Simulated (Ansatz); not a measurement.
**C₂H₅ClSSi: up Jacob's ladder to CCSD(T)**

One table from this session's results is given with a row withheld; the runs are named, their logs left out.

Computed with Ansatz 0.2.0, Gaussian basis. Level: functionals in def2-TZVPP, the program's frozen cores in correlated methods.

Plan: PBE-D4, r2SCAN-D4, PBE0-D4, B3LYP-D4, ωB97X-V, ωB97M-V, B2PLYP; CCSD(T)/def2-TZVPP; MP2/def2-QZVPP; extrapolation to the limit.

**The relaxed structure**

The geometry comes from an earlier relaxation with PBE0-D4 in a triple-zeta def2 set; it is a stationary point, not always the lowest conformer.

SMILES `C=C(Cl)[SiH2]S`, 10 atoms, charge 0, spin multiplicity 1.

Atoms are counted from 1 here; the program's logs count them from 0.

Bond lengths: C1–C2 1.327 Å, C1–H6 1.085 Å, C1–H7 1.085 Å, C2–Cl3 1.736 Å, C2–Si4 1.868 Å, Si4–S5 2.130 Å, Si4–H8 1.485 Å, Si4–H9 1.481 Å, S5–H10 1.344 Å. Angles: C2–C1–H6 122.6°, C2–C1–H7 119.6°, H6–C1–H7 117.8°, C1–C2–Cl3 120.6°, C1–C2–Si4 123.6°, Cl3–C2–Si4 115.8°, C2–Si4–S5 112.5°, C2–Si4–H8 106.3°, C2–Si4–H9 110.3°, S5–Si4–H8 111.9°, S5–Si4–H9 104.6°, H8–Si4–H9 111.4°, Si4–S5–H10 94.4°.

The first run:

File in.yaml:

```yaml
crystal:
  periodic: [false, false, false]
  atoms:
    - {symbol: C, position_ang: [-1.588869, 0.711309, 0.316384]}
    - {symbol: C, position_ang: [-0.365816, 0.755386, -0.197800]}
    - {symbol: Cl, position_ang: [0.385063, 2.277819, -0.559291]}
    - {symbol: Si, position_ang: [0.651047, -0.764986, -0.578764]}
    - {symbol: S, position_ang: [2.478984, -0.815839, 0.513205]}
    - {symbol: H, position_ang: [-2.166784, 1.604628, 0.527332]}
    - {symbol: H, position_ang: [-2.042545, -0.248906, 0.536878]}
    - {symbol: H, position_ang: [-0.212247, -1.932992, -0.268446]}
    - {symbol: H, position_ang: [1.065622, -0.761810, -2.000789]}
    - {symbol: H, position_ang: [1.878645, -0.875708, 1.714291]}
basis:
  gaussian: {orbitals: def2-TZVPP}
hamiltonian: {xc: pbe, dispersion: d4}
output: {forces: true, orbitals: {seedname: orbitals}}
```

Command:

```
> ansatz run in.yaml --threads 4 --pin off --events-out ev --progress --plain --max-ram 10444MiB
```

Among the steps run: PBE-D4 (GGA); r2SCAN-D4 (meta-GGA); PBE0-D4 (hybrid); B3LYP-D4 (hybrid); ωB97X-V (range-separated); ωB97M-V (range-separated); B2PLYP (double hybrid); CCSD(T) in def2-TZVPP; MP2 in def2-QZVPP.

One table of the session follows, with a row left open; its other results are not shown here.

```
            method  atomisation energy (kcal/mol)
            PBE-D4                              ?
         r2SCAN-D4                          842.1
           PBE0-D4                          841.6
          B3LYP-D4                          835.2
           ωB97X-V                          841.4
           ωB97M-V                          842.0
            B2PLYP                          825.0
     HF/def2-TZVPP                          609.6
    MP2/def2-TZVPP                          827.4
   CCSD/def2-TZVPP                          798.7
CCSD(T)/def2-TZVPP                          813.6
           MP2/CBS                          851.5
       CCSD(T)/CBS                          837.8
```

Q: Estimate the row for PBE-D4 from the others.

As computed: atomisation energy (kcal/mol): 854.7. In the column «atomisation energy (kcal/mol)» it is the highest.
